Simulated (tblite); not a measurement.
# C5H14GeS: the cost of one run

The runs use tblite 0.8.0 and PySCF 2.14.0, with density-fitted response routines of our own; the level of theory stands in each step. All values are computed, except where a source is named. Atoms count from 0, in the outputs and in this text.

### 1 Starting geometry

21 atoms, charge 0, multiplicity 1; geometry from: force field or distance geometry start.

Bonds of the start (Å): C0–Ge1 1.96, Ge1–C2 1.97, C2–C3 1.53, C3–C4 1.54, C3–C5 1.53, C5–S6 1.83, C0–H7 1.12, C0–H8 1.11, C0–H9 1.12, Ge1–H10 1.54, Ge1–H11 1.55, C2–H12 1.10, C2–H13 1.12, C3–H14 1.12, C4–H15 1.11, C4–H16 1.12, C4–H17 1.10, C5–H18 1.11, C5–H19 1.11, S6–H20 1.42.

### 2 Optimising the geometry with GFN2-xTB

Job settings and geometry (Å):

```
{"job": {"kind": "relax", "xc": "GFN2-xTB", "basis": "xTB"}, "charge": 0, "multiplicity": 1}
C     -2.014000    -0.819200     1.656200
Ge    -2.033000    -0.411100    -0.255900
C     -0.240900    -0.710500    -1.008100
C      0.860400     0.029900    -0.238200
C      2.231900    -0.524900    -0.649500
C      0.785000     1.548000    -0.451300
S      1.887500     2.449400     0.694800
H     -1.384700    -0.072000     2.194600
H     -1.612100    -1.839400     1.819300
H     -3.063700    -0.764600     2.051800
H     -2.494900     1.044300    -0.469700
H     -3.036000    -1.361700    -0.954200
H     -0.076400    -1.801900    -0.977300
H     -0.251000    -0.383500    -2.077000
H      0.729400    -0.189000     0.854300
H      2.282000    -1.616900    -0.463200
H      2.413100    -0.328200    -1.733600
H      3.044600    -0.054400    -0.068600
H     -0.240300     1.925200    -0.272100
H      1.079800     1.803700    -1.486200
H      1.124500     2.093800     1.833300
```

On the command line:

```console
> OMP_NUM_THREADS=1 python probes_run.py task.json out
```

This one command runs all jobs of the session in turn.

Q: Estimate the wall time of this first job on 1 thread of Arm Neoverse N1, shared host.

About 1.1 s.
